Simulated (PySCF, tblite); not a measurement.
# C6H13BGeO2: infrared bands, NMR shifts and electronic excitations in gas and solvents, part 2 of 2

tblite 0.8.0 and PySCF 2.14.0. Atoms count from 0.

### Step 7. Nuclear shieldings: CAM-B3LYP/pcSseg-1

The job: settings as JSON, then the geometry in Å.

```
{"job": {"kind": "nmr", "xc": "CAM-B3LYP", "basis": "pcSseg-1", "pop": false}, "charge": 0, "multiplicity": 1}
C     -2.949287    -1.791577    -0.377449
O     -1.577063    -1.498349    -0.349306
B     -1.121507    -0.295157     0.096418
O     -2.055888     0.607847     0.504412
C     -1.825876     1.941379     0.856877
C      0.434882    -0.086605     0.070283
C      1.106722     0.582990     1.031849
C      2.607822     0.666603     1.040697
Ge     3.104028    -0.337717    -0.582322
C      1.235887    -0.770579    -1.018778
H     -3.086074    -2.750478    -0.898321
H     -3.523033    -1.011908    -0.904416
H     -3.364757    -1.881716     0.640032
H     -2.700892     2.538902     0.558331
H     -0.929561     2.354309     0.366947
H     -1.703004     2.044765     1.948366
H      0.563354     1.063202     1.854880
H      2.955111     1.713228     1.012969
H      3.030144     0.225980     1.959238
H      3.988092    -1.566968    -0.296705
H      3.799146     0.545377    -1.637684
H      1.037417    -1.854200    -1.021327
H      0.946832    -0.409611    -2.019478
```

Level: GIAO CAM-B3LYP/pcSseg-1 NMR shielding, non-relativistic, gas phase.

Log:

```text
coarse grid: 86176 points
cycle   1  E = -2488.3280302878  dE =  8.016e-01  |g| = 1.185e+00  |ddm| = 4.236e+00
cycle   2  E = -2488.2766166236  dE =  5.141e-02  |g| = 1.291e+00  |ddm| = 1.339e+00
cycle   3  E = -2488.4988459042  dE = -2.222e-01  |g| = 1.179e-01  |ddm| = 7.862e-01
cycle   4  E = -2488.5008572632  dE = -2.011e-03  |g| = 5.857e-02  |ddm| = 9.408e-02
cycle   5  E = -2488.5013312368  dE = -4.740e-04  |g| = 7.294e-03  |ddm| = 3.936e-02
cycle   6  E = -2488.5013398987  dE = -8.662e-06  |g| = 3.777e-03  |ddm| = 9.282e-03
cycle   7  E = -2488.5013428389  dE = -2.940e-06  |g| = 8.305e-04  |ddm| = 3.409e-03
final grid: 183752 points
cycle   8  E = -2488.5012496757  dE =  1.906e-08  |g| = 1.111e-03  |ddm| = 1.917e-03
cycle   9  E = -2488.5012494329  dE =  2.428e-07  |g| = 1.569e-03  |ddm| = 1.783e-03
cycle  10  E = -2488.5012499165  dE = -4.836e-07  |g| = 5.620e-05  |ddm| = 1.051e-03
cycle  11  E = -2488.5012499172  dE = -6.926e-10  |g| = 2.341e-05  |ddm| = 6.420e-05
converged SCF energy = -2488.5012499172

GIAO shielding tensors (ppm)
atom      isotropic    diamagn.    paramagn.     s11        s22        s33       span
  0 C      130.562     238.466    -107.904    104.409    108.669    178.609     74.200
  1 O      234.657     400.179    -165.522    105.787    259.168    339.015    233.228
  2 B       72.235     198.948    -126.713     64.383     66.468     85.852     21.469
  3 O      235.646     397.375    -161.729     86.646    270.893    349.401    262.755
  4 C      127.039     244.292    -117.253    101.541    104.323    175.254     73.713
  5 C       31.459     262.043    -230.584    -80.382     30.708    144.051    224.434
  6 C       28.046     256.896    -228.851    -90.125     40.633    133.628    223.753
  7 C      164.424     252.308     -87.884    149.413    153.717    190.143     40.730
  8 Ge    1441.043    2754.028   -1312.985   1318.323   1448.828   1555.978    237.655
  9 C      163.883     248.076     -84.193    146.480    155.366    189.803     43.323
 10 H       27.803      27.006       0.797     23.308     26.150     33.953     10.645
 11 H       27.628      28.317      -0.689     23.735     25.834     33.316      9.581
 12 H       27.815      27.787       0.028     23.850     25.486     34.111     10.261
 13 H       27.548      28.373      -0.826     23.031     25.910     33.702     10.671
 14 H       27.417      32.264      -4.847     23.281     28.127     30.843      7.562
 15 H       27.565      30.160      -2.596     24.080     25.103     33.510      9.430
 16 H       25.021      35.912     -10.891     21.531     24.573     28.958      7.427
 17 H       29.563      29.485       0.078     24.414     27.226     37.050     12.636
 18 H       29.612      29.304       0.308     24.386     27.160     37.291     12.905
 19 H       27.081      28.167      -1.086     20.877     21.635     38.732     17.855
 20 H       27.129      28.262      -1.134     21.019     21.623     38.743     17.723
 21 H       29.252      30.841      -1.589     22.688     28.968     36.100     13.412
 22 H       29.825      31.110      -1.285     24.146     28.935     36.393     12.247
```

It took 99 s on 1 thread of Arm Neoverse V1, shared host; peak memory 1.7 GiB.

In short: δ C6 154.4, C5 151.0, C0 53.6, C9 18.6, H16 6.31, H19 4.22 ppm (means over like atoms).

### Step 8. Nuclear shieldings: PBE0/pcSseg-1 in benzene

The job, as its differences from that of step 7:

```diff
@@ -1,2 +1,2 @@
-{"job": {"kind": "nmr", "xc": "CAM-B3LYP", "basis": "pcSseg-1", "pop": false}, "charge": 0, "multiplicity": 1}
+{"job": {"kind": "nmr", "xc": "PBE0", "basis": "pcSseg-1", "solvent": "benzene", "pop": true}, "charge": 0, "multiplicity": 1}
 C     -2.949287    -1.791577    -0.377449
```

With the program's defaults for keys left out, this is: GIAO PBE0/pcSseg-1 NMR shielding, non-relativistic, IEF-PCM benzene.

Log:

```text
coarse grid: 86176 points
cycle   1  E = -2487.6648340525  dE =  5.503e-01  |g| = 1.152e+00  |ddm| = 4.285e+00
cycle   2  E = -2487.5322315701  dE =  1.326e-01  |g| = 1.402e+00  |ddm| = 1.587e+00
cycle   3  E = -2487.8239942641  dE = -2.918e-01  |g| = 1.661e-01  |ddm| = 1.032e+00
cycle   4  E = -2487.8281433071  dE = -4.149e-03  |g| = 6.849e-02  |ddm| = 1.282e-01
cycle   5  E = -2487.8288314217  dE = -6.881e-04  |g| = 1.364e-02  |ddm| = 5.425e-02
cycle   6  E = -2487.8288685114  dE = -3.709e-05  |g| = 6.746e-03  |ddm| = 1.605e-02
cycle   7  E = -2487.8288786363  dE = -1.012e-05  |g| = 9.202e-04  |ddm| = 5.790e-03
cycle   8  E = -2487.8288788123  dE = -1.760e-07  |g| = 3.877e-04  |ddm| = 1.102e-03
final grid: 183752 points
cycle   9  E = -2487.8288224036  dE = -4.383e-08  |g| = 5.154e-04  |ddm| = 2.034e-03
cycle  10  E = -2487.8288223307  dE =  7.287e-08  |g| = 7.450e-04  |ddm| = 1.075e-03
cycle  11  E = -2487.8288224685  dE = -1.377e-07  |g| = 8.755e-05  |ddm| = 6.494e-04
cycle  12  E = -2487.8288224704  dE = -1.899e-09  |g| = 1.007e-05  |ddm| = 7.877e-05
cycle  13  E = -2487.8288224704  dE = -1.774e-11  |g| = 5.774e-06  |ddm| = 1.338e-05
converged SCF energy = -2487.8288224704

GIAO shielding tensors (ppm)
atom      isotropic    diamagn.    paramagn.     s11        s22        s33       span
  0 C      132.943     240.059    -107.116    106.589    111.478    180.762     74.173
  1 O      232.325     399.533    -167.208    102.846    257.060    337.069    234.222
  2 B       74.850     199.025    -124.175     68.094     69.235     87.221     19.127
  3 O      231.266     396.448    -165.182     81.317    265.768    346.714    265.397
  4 C      129.221     245.730    -116.509    103.779    106.469    177.417     73.638
  5 C       37.588     262.709    -225.121    -67.691     35.590    144.866    212.557
  6 C       31.641     257.402    -225.761    -80.393     40.145    135.170    215.563
  7 C      165.067     253.467     -88.400    149.861    154.087    191.252     41.391
  8 Ge    1454.076    2754.786   -1300.710   1334.824   1461.708   1565.697    230.873
  9 C      164.832     249.018     -84.186    146.944    156.204    191.349     44.405
 10 H       27.722      26.914       0.807     23.222     25.980     33.963     10.740
 11 H       27.553      28.226      -0.673     23.619     25.716     33.324      9.704
 12 H       27.732      27.681       0.050     23.713     25.366     34.116     10.403
 13 H       27.461      28.265      -0.804     22.933     25.737     33.713     10.780
 14 H       27.351      32.204      -4.853     23.178     28.027     30.847      7.670
 15 H       27.444      30.001      -2.557     23.885     24.980     33.467      9.582
 16 H       24.737      35.719     -10.982     21.201     24.411     28.598      7.397
 17 H       29.300      29.516      -0.216     24.037     26.921     36.942     12.905
 18 H       29.359      29.380      -0.022     24.030     26.867     37.178     13.148
 19 H       27.015      28.181      -1.166     20.792     21.554     38.699     17.906
 20 H       27.062      28.245      -1.182     20.936     21.535     38.716     17.781
 21 H       29.129      30.906      -1.777     22.472     28.871     36.044     13.572
 22 H       29.592      31.014      -1.422     23.800     28.696     36.280     12.480
```

It took 78 s on 1 thread of Arm Neoverse V1, shared host; peak memory 1.6 GiB.

In short: δ C6 153.2, C5 147.3, C0 53.8, C9 20.0, H16 6.52, H19 4.22 ppm (means over like atoms).

### Step 9. NMR shieldings: PBE0/pcSseg-1 in methanol

The job, as its differences from that of step 8:

```diff
@@ -1,2 +1,2 @@
-{"job": {"kind": "nmr", "xc": "PBE0", "basis": "pcSseg-1", "solvent": "benzene", "pop": true}, "charge": 0, "multiplicity": 1}
+{"job": {"kind": "nmr", "xc": "PBE0", "basis": "pcSseg-1", "solvent": "methanol", "pop": false}, "charge": 0, "multiplicity": 1}
 C     -2.949287    -1.791577    -0.377449
```

Method: GIAO PBE0/pcSseg-1 NMR shielding, non-relativistic, IEF-PCM methanol.

Log:

```text
coarse grid: 86176 points
cycle   1  E = -2487.6718530523  dE =  5.436e-01  |g| = 1.146e+00  |ddm| = 4.285e+00
cycle   2  E = -2487.5524031803  dE =  1.194e-01  |g| = 1.376e+00  |ddm| = 1.520e+00
cycle   3  E = -2487.8278060377  dE = -2.754e-01  |g| = 1.577e-01  |ddm| = 9.689e-01
cycle   4  E = -2487.8315382718  dE = -3.732e-03  |g| = 6.329e-02  |ddm| = 1.146e-01
cycle   5  E = -2487.8320949312  dE = -5.567e-04  |g| = 8.490e-03  |ddm| = 4.405e-02
cycle   6  E = -2487.8321073059  dE = -1.237e-05  |g| = 4.114e-03  |ddm| = 9.669e-03
cycle   7  E = -2487.8321111580  dE = -3.852e-06  |g| = 9.520e-04  |ddm| = 3.812e-03
final grid: 183752 points
cycle   8  E = -2487.8320547145  dE =  2.924e-07  |g| = 1.572e-03  |ddm| = 2.905e-03
cycle   9  E = -2487.8320535001  dE =  1.214e-06  |g| = 2.735e-03  |ddm| = 3.323e-03
cycle  10  E = -2487.8320553015  dE = -1.801e-06  |g| = 9.997e-05  |ddm| = 2.150e-03
cycle  11  E = -2487.8320553038  dE = -2.250e-09  |g| = 2.106e-05  |ddm| = 9.817e-05
cycle  12  E = -2487.8320553039  dE = -6.912e-11  |g| = 4.602e-06  |ddm| = 1.632e-05
converged SCF energy = -2487.8320553039

GIAO shielding tensors (ppm)
atom      isotropic    diamagn.    paramagn.     s11        s22        s33       span
  0 C      133.094     240.313    -107.220    106.317    111.541    181.423     75.105
  1 O      234.888     399.951    -165.064    106.987    259.345    338.331    231.344
  2 B       74.747     199.032    -124.285     67.397     69.639     87.204     19.807
  3 O      231.115     396.829    -165.714     80.875    264.619    347.852    266.978
  4 C      129.110     245.837    -116.727    103.374    106.006    177.951     74.577
  5 C       38.885     262.985    -224.099    -65.935     37.764    144.827    210.762
  6 C       29.883     257.422    -227.539    -82.541     36.171    136.019    218.561
  7 C      164.995     253.704     -88.709    149.713    153.880    191.392     41.678
  8 Ge    1453.334    2754.807   -1301.473   1334.003   1460.643   1565.356    231.353
  9 C      165.155     249.306     -84.151    147.145    156.546    191.774     44.629
 10 H       27.644      26.816       0.828     23.119     25.874     33.938     10.819
 11 H       27.516      28.171      -0.655     23.585     25.639     33.325      9.740
 12 H       27.690      27.617       0.072     23.680     25.273     34.116     10.436
 13 H       27.402      28.198      -0.796     22.865     25.648     33.693     10.828
 14 H       27.309      32.152      -4.844     23.114     27.952     30.861      7.747
 15 H       27.330      29.869      -2.539     23.758     24.862     33.369      9.610
 16 H       24.558      35.538     -10.980     21.003     24.237     28.434      7.432
 17 H       29.181      29.392      -0.211     23.893     26.774     36.875     12.982
 18 H       29.270      29.279      -0.010     23.916     26.763     37.130     13.214
 19 H       27.050      28.243      -1.194     20.834     21.596     38.719     17.885
 20 H       27.082      28.282      -1.200     20.959     21.554     38.734     17.775
 21 H       29.239      31.062      -1.823     22.586     29.018     36.113     13.527
 22 H       29.529      30.985      -1.456     23.721     28.619     36.248     12.527
```

It took 74 s on 1 thread of Arm Neoverse V1, shared host; peak memory 1.6 GiB.

This run: δ C6 155.6, C5 146.6, C0 54.4, C7 20.5, H16 6.68, H19 4.17 ppm (means over like atoms).

### Step 10. Comparing the runs: NMR shifts

Shifts (ppm) of some atoms, chosen among heavy atoms and hydrogens apart, means over like atoms, with basis size and wall time:

```tsv
run	C6	C5	C7	H16	H17	O1	Ge8	functions	time
PBE0/pcSseg-1	151.8	147.5	19.4	6.42	1.87	103.6	-124	259	77 s
CAM-B3LYP/pcSseg-1	154.4	151.0	18.0	6.31	1.74	103.4	-127	259	99 s
PBE0/pcSseg-1 in benzene	153.2	147.3	19.8	6.52	1.93	107.0	-124	259	78 s
PBE0/pcSseg-1 in methanol	155.6	146.6	20.5	6.68	2.01	110.0	-124	259	74 s
```

The continuum's effect on the ground state:

```tsv
solvent	ε	polarisation energy (Eh)	μ (D)
benzene	2.27	-0.0026	1.87
methanol	32.61	-0.0065	2.19
```

### Step 11. What came out

This closing draws on all 2 parts.

| quantity | value |
| --- | --- |
| strongest single infrared mode (GFN2-xTB) | 1241 cm⁻¹, 565 km/mol |
| zero-point energy (GFN2-xTB) | 110.7 kcal/mol |
| point group | C1 |
| rotational constants (main isotopes) | 1.84, 0.46, 0.39 GHz |
| 13C shifts against TMS (PBE0/pcSseg-1, means over atoms taken as alike) | 151.8, 147.5, 53.4, 19.8, 19.4 ppm |
| 1H shifts against TMS (PBE0/pcSseg-1, means over atoms taken as alike) | 6.42, 4.26, 3.67, 1.90, 1.87 ppm |
| 17O shifts against H2O (PBE0/pcSseg-1, means over atoms taken as alike) | 103.6 ppm |
| 11B shifts against BF3·OEt2 (PBE0/pcSseg-1) | 25.8 ppm |
| 73Ge shifts against GeMe4 (PBE0/pcSseg-1) | -124 ppm |
| lowest singlet (wB97X-D/def2-SVPD) | 6.28 eV (197 nm), f = 0.219 |
| lowest triplet | 4.05 eV |
| vertical ionisation energy (ΔSCF) | 8.86 eV |
| range of the shift of O1 (with its like atoms) (PBE0/pcSseg-1 runs) | 103.6 to 110.0 ppm |

In words: Relaxing lowered the energy by 1.624 eV in 103 steps; the close pair that moved most is O1–B2, from 1.488 to 1.355 Å (GFN2-xTB). The lowest mode is slightly imaginary (11i cm⁻¹), a soft motion within the noise of the Hessian, so the minimum is not strictly shown. The strongest single mode, at 1241 cm⁻¹, moves mainly B2 and O1. Unscaled tight-binding wavenumbers are off by several per cent, some by more. Its intensities can rank the bands wrongly. The start of the PBE0/def2-SVP relaxation was shaken at random by about 0.01 Å, so part of the energy gained, and of the first lengths quoted, undoes that. The optimisation took 16 steps and gained 0.192 eV; among the close pairs (by a distance rule), Ge8–H19 changed most, from 1.491 to 1.541 Å (PBE0/def2-SVP). No frequency check was run at this level, so the end point may be a saddle. At PBE0/pcSseg-1: Shielding is most anisotropic at O1, O3 (span 250 ppm, paramagnetic term -167 ppm). The orbital energy would give 8.85 eV for ionisation, ΔSCF gives 8.86 eV. At one level, PBE0/pcSseg-1: Across the 3 runs the shift of O1 (with its like atoms) moves most, between 103.6 (PBE0/pcSseg-1) and 110.0 ppm (PBE0/pcSseg-1 in methanol). Each shift counts from a reference computed in the same medium, and that reference moves with the solvent too, so shifts and shieldings show the solvent's effect differently. The continuum holds electrostatics alone: no hydrogen bonds to the solvent, and the gas-phase geometry is kept. Spin-orbit coupling is left out, which matters for shieldings and couplings at and beside the heavy atoms. These values are for one conformer; the search (at its own cheap level) found 2 more, at 0.53, 3.48 kcal/mol, and measured spectra average over such forms.
